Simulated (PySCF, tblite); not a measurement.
# C5H9BGeO: geometry, infrared bands and NMR shifts

Aim: predict the infrared bands and NMR shifts of C5H9BGeO (`C#CB/C=C/C[O][GeH3]`).

The runs use tblite 0.8.0 and PySCF 2.14.0, with density-fitted response routines of our own; the level of theory stands in each step. All values are computed, except where a source is named. Atoms are numbered from 0 throughout.

## (1) The molecule as given

17 atoms, charge 0, multiplicity 1; geometry from: force field or distance geometry start.

Bonds of the start (Å): C0–C1 1.21, C1–B2 1.55, B2–C3 1.59, C3–C4 1.32, C4–C5 1.50, C5–O6 1.40, O6–Ge7 1.77, C0–H8 1.07, B2–H9 1.18, C3–H10 1.08, C4–H11 1.08, C5–H12 1.09, C5–H13 1.10, Ge7–H14 1.55, Ge7–H15 1.55, Ge7–H16 1.55.

## (2) Geometry optimisation with GFN2-xTB

Job settings and geometry (Å):

```
{"job": {"kind": "relax", "xc": "GFN2-xTB", "basis": "xTB"}, "charge": 0, "multiplicity": 1}
C      4.128900     1.724700     0.730400
C      3.435200     0.760900     0.494300
B      2.585300    -0.507300     0.228700
C      1.019300    -0.310800     0.076300
C      0.181600    -1.323200    -0.063600
C     -1.276100    -0.976900    -0.192500
O     -1.469000     0.405900    -0.113000
Ge    -3.188500     0.821600    -0.245600
H      4.741300     2.573800     0.927700
H      3.108000    -1.416100    -0.316800
H      0.645600     0.698800     0.120500
H      0.545100    -2.343700    -0.107200
H     -1.693000    -1.429700    -1.087800
H     -1.762800    -1.450300     0.678600
H     -3.352000     1.709000    -1.510300
H     -4.020200    -0.485400    -0.370300
H     -3.635600     1.560800     1.039400
```

On the command line:

```
OMP_NUM_THREADS=1 python probes_run.py task.json out
```

One launch serves the whole session: the jobs run in the order shown.

**Question.** This job is followed by: GFN2-xTB harmonic vibrations, gas phase; GIAO PBE0/pcSseg-1 NMR shielding, non-relativistic, gas phase. What will the session give for the following? strongest single infrared mode (GFN2-xTB); zero-point energy (GFN2-xTB); ¹³C shifts against TMS (PBE0/pcSseg-1); ¹H shifts against TMS (PBE0/pcSseg-1, means over atoms taken as alike); ¹¹B shifts against BF3·OEt2 (PBE0/pcSseg-1); ¹⁷O shifts against H2O (PBE0/pcSseg-1); ⁷³Ge shifts against GeMe4 (PBE0/pcSseg-1).

The runs gave:

| quantity | value |
| --- | --- |
| strongest single infrared mode (GFN2-xTB) | 2028 cm⁻¹, 499 km/mol |
| zero-point energy (GFN2-xTB) | 72.1 kcal/mol |
| ¹³C shifts against TMS (PBE0/pcSseg-1) | 179.3, 140.2, 129.5, 101.9, 74.9 ppm |
| ¹H shifts against TMS (PBE0/pcSseg-1, means over atoms taken as alike) | 7.20, 7.14, 6.10, 5.05, 4.96, 4.36 ppm |
| ¹¹B shifts against BF3·OEt2 (PBE0/pcSseg-1) | 53.2 ppm |
| ¹⁷O shifts against H2O (PBE0/pcSseg-1) | -10.6 ppm |
| ⁷³Ge shifts against GeMe4 (PBE0/pcSseg-1) | -74 ppm |

What this shows: Over 209 steps the energy fell by 0.628 eV; of the close pairs, Ge7–H15 changed most, 1.554 to 1.498 Å. All 45 modes are real, so the xTB geometry is a minimum. The strongest single mode, at 2028 cm⁻¹, moves mainly H15. Unscaled tight-binding wavenumbers are off by several per cent, some by more. Its intensities can rank the bands wrongly. At PBE0/pcSseg-1: The largest span, 375 ppm, is at Ge7, where the paramagnetic term is -1353 ppm. Spin-orbit coupling is left out, which matters for shieldings and couplings at and beside the heavy atoms.
